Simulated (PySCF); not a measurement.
# C2H7ClF2Si2: the cost of one run

Programs: PySCF 2.14.0, with routines of our own; each step states its level. All values are computed. Atoms count from 0.

### 1 The starting structure

14 atoms, charge 0, multiplicity 1; geometry from: GFN2-xTB.

### 2 Magnetic properties: GIAO PBE0/pcSseg-1

What the job is given:

```
{"job": {"kind": "mag", "xc": "PBE0", "basis": "pcSseg-1", "isotopologues": 2}, "charge": 0, "multiplicity": 1}
F      0.436935     1.726696     0.091115
C      0.555913     0.406554    -0.347859
Si     2.368954    -0.154315    -0.035390
C     -0.493424    -0.436098     0.371202
Si    -2.261550     0.179426     0.038353
F     -2.492786    -0.004919    -1.549745
Cl    -3.606422    -0.992799     0.954463
H      0.325260     0.449020    -1.418612
H      3.250011     0.799308    -0.702021
H      2.496239    -1.500224    -0.595566
H      2.580883    -0.162449     1.411160
H     -0.380586    -1.469257     0.035334
H     -0.277012    -0.425260     1.440781
H     -2.503094     1.583844     0.284619
```

Method: GIAO PBE0/pcSseg-1 magnetisability, rotational g tensor and spin-rotation constants, non-relativistic, gas phase.

Run with:

```console
$ OMP_NUM_THREADS=1 python excited_run.py task.json out
```

This one command runs all jobs of the session in turn.

Q: Estimate the wall time and peak memory of this first job on 1 thread of Arm Neoverse N1, shared host.

About 45 s, with a peak of 0.82 GiB.
